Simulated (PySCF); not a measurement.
**GeF: bond curves at several levels of theory**

The task here is to estimate one member of a computed series from the others.

The runs use PySCF 2.14.0; Ge def2-TZVPPD, F def2-TZVPPD, no relativity.

The first run:

The job is set up so:

```yaml
atoms: Ge, F
charge: 0
basis: Ge def2-TZVPPD, F def2-TZVPPD
Hamiltonian: no relativity
basis_functions: 94
electrons_treated: 41
masses_in_u: 73.9212, 18.9984
levels: PBE0, PBE, r²SCAN, B97-3, M06-2X, r²SCAN0, BP86, revPBE, ωB97X, HF, MP2, SCS-MP2, CCSD, CCSD(T)
grid: 80 radial by 434 angular points
occupations: held fixed by the projection of orbital angular momentum
dissociation_limit: Ge + F, each in its ground configuration
starting_distance_in_angstrom: 1.775
values_of_2S_to_try: 1, 3
```

Started as:

```bash
OMP_NUM_THREADS=2 python dia.py task.json out
```

Steps of the session up to this table: The job; First curve: PBE0; Excited determinants; PBE; r²SCAN (meta-GGA); B97-3 (global hybrid GGA); M06-2X (hybrid meta-GGA); r²SCAN0; BP86 (GGA); revPBE; ωB97X (range-separated hybrid); UHF; MP2 and coupled cluster.

One table of the session follows, with a row left open; its other results are not shown here.

It belongs to the step «The curves together». Energy (eV) from each level's lowest point:

| R (Å) | UHF | UHF-MP2 | UHF-SCS-MP2 | UHF-CCSD | UHF-CCSD(T) |
| --- | --- | --- | --- | --- | --- |
| 1.516 | 0.991 | 1.150 | 1.163 | n/a | n/a |
| 1.587 | 0.384 | 0.497 | 0.506 | 0.466 | 0.494 |
| 1.657 | 0.084 | 0.149 | 0.154 | 0.130 | 0.147 |
| 1.710 | 0.000 | 0.030 | 0.032 | 0.021 | 0.029 |
| 1.763 | 0.004 | 0.000 | 0.000 | 0.000 | 0.000 |
| 1.816 | ? | ? | ? | ? | ? |
| 1.886 | 0.237 | 0.162 | 0.156 | 0.183 | 0.164 |
| 1.975 | 0.517 | 0.400 | 0.390 | 0.435 | 0.404 |
| 2.080 | 0.911 | 0.755 | 0.740 | 0.804 | 0.758 |
| 2.221 | 1.471 | 1.280 | 1.258 | n/a | n/a |

Estimate the missing values for R (Å) = 1.816.

Worked estimate for «UHF». A straight line through the neighbours (1.763, 0.004) and (1.886, 0.237) gives 0.004 + (0.237 − 0.004) × (1.816 − 1.763) / (1.886 − 1.763) = 0.104; a parabola fitted to 4 rows on both sides gives 0.080.

**Answer.** UHF: 0.073; UHF-MP2: 0.037; UHF-SCS-MP2: 0.035; UHF-CCSD: 0.046; UHF-CCSD(T): 0.038. In «UHF» the line misses by +0.031 and the parabola by +0.007.
